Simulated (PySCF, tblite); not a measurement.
**C₄H₇BCl₂Se: geometry, infrared bands and NMR shifts**

What infrared bands and NMR shifts should C₄H₇BCl₂Se (`C=C([Se]CC)B(Cl)Cl`) show?

The runs use tblite 0.8.0 and PySCF 2.14.0, with density-fitted response routines of our own; the level of theory stands in each step. All values are computed, except where a source is named. Atoms are numbered from 0 throughout.

**1. The starting structure**

15 atoms, charge 0, multiplicity 1; geometry from: force field or distance geometry start.

Bonds of the start (Å): C0–C1 1.33, C1–Se2 1.93, Se2–C3 1.91, C3–C4 1.54, C1–B5 1.57, B5–Cl6 1.86, B5–Cl7 1.86, C0–H8 1.07, C0–H9 1.11, C3–H10 1.12, C3–H11 1.10, C4–H12 1.13, C4–H13 1.10, C4–H14 1.09.

**2. Optimising the geometry with GFN2-xTB**

Job settings and geometry (Å):

```
{"job": {"kind": "relax", "xc": "GFN2-xTB", "basis": "xTB"}, "charge": 0, "multiplicity": 1}
C     -1.227600    -1.383100    -0.460300
C     -1.486800    -0.130200    -0.103000
Se    -0.096700     1.166100     0.226400
C      1.542300     0.594900    -0.565800
C      2.416700     0.052000     0.580500
B     -2.964700     0.354500     0.105100
Cl    -3.552400     0.196800     1.862300
Cl    -3.286400     2.009100    -0.681600
H     -0.255300    -1.803100    -0.618500
H     -2.122600    -2.023500    -0.602200
H      1.313800    -0.264100    -1.248700
H      2.040700     1.420300    -1.098400
H      2.217800     0.760500     1.432400
H      3.478100    -0.025100     0.312200
H      1.978700    -0.917300     0.837600
```

Command:

```console
OMP_NUM_THREADS=1 python probes_run.py task.json out
```

One launch serves the whole session: the jobs run in the order shown.

**Question.** This job is followed by: GFN2-xTB harmonic vibrations, gas phase; GIAO PBE0/pcSseg-1 NMR shielding, non-relativistic, gas phase. Predict these results of the whole session: strongest single infrared mode (GFN2-xTB); zero-point energy (GFN2-xTB); ¹³C shifts against TMS (PBE0/pcSseg-1); ¹H shifts against TMS (PBE0/pcSseg-1, means over atoms taken as alike); ⁷⁷Se shifts against Me2Se (PBE0/pcSseg-1); ¹¹B shifts against BF3·OEt2 (PBE0/pcSseg-1); ³⁵Cl shifts against HCl (PBE0/pcSseg-1, means over atoms taken as alike); surface potential, 1st and 99th percentile.

**Answer**, as computed:

```
                                                                quantity                         value
                               strongest single infrared mode (GFN2-xTB)          949 cm⁻¹, 106 km/mol
                                            zero-point energy (GFN2-xTB)                 63.9 kcal/mol
                                  ¹³C shifts against TMS (PBE0/pcSseg-1)  158.9, 137.0, 30.8, 15.1 ppm
  ¹H shifts against TMS (PBE0/pcSseg-1, means over atoms taken as alike)    6.88, 6.12, 2.66, 1.36 ppm
                               ⁷⁷Se shifts against Me2Se (PBE0/pcSseg-1)                       398 ppm
                             ¹¹B shifts against BF3·OEt2 (PBE0/pcSseg-1)                      51.8 ppm
³⁵Cl shifts against HCl (PBE0/pcSseg-1, means over atoms taken as alike)                       240 ppm
                                   surface potential, 1st and 99th percentile            -0.86 V and 1.10 V
```

What this shows: The optimisation took 103 steps and gained 1.359 eV; among the close pairs (by a distance rule), B5–Cl6 changed most, from 1.860 to 1.710 Å. No mode is imaginary among the 39: a minimum at this level. The strongest single mode, at 949 cm⁻¹, is carried by B5, H8, H9, C0. GFN2-xTB is a fitted tight-binding method: band positions and strengths are rough. Its intensities can rank the bands wrongly. C1 (fully substituted alkene carbon) lies farthest downfield among carbon, at 158.9 ppm; an sp2 carbon of a C=C bond. At PBE0/pcSseg-1: The widest tensor belongs to Se2: span 628 ppm, with a paramagnetic part of -1638 ppm. By nearest atom (PBE0/pcSseg-1), the HOMO sits on Se2 68 %; C0 13 % and the LUMO on B5 38 %; C0 20 %. Spin-orbit coupling is left out, which matters for shieldings and couplings at and beside the heavy atoms.
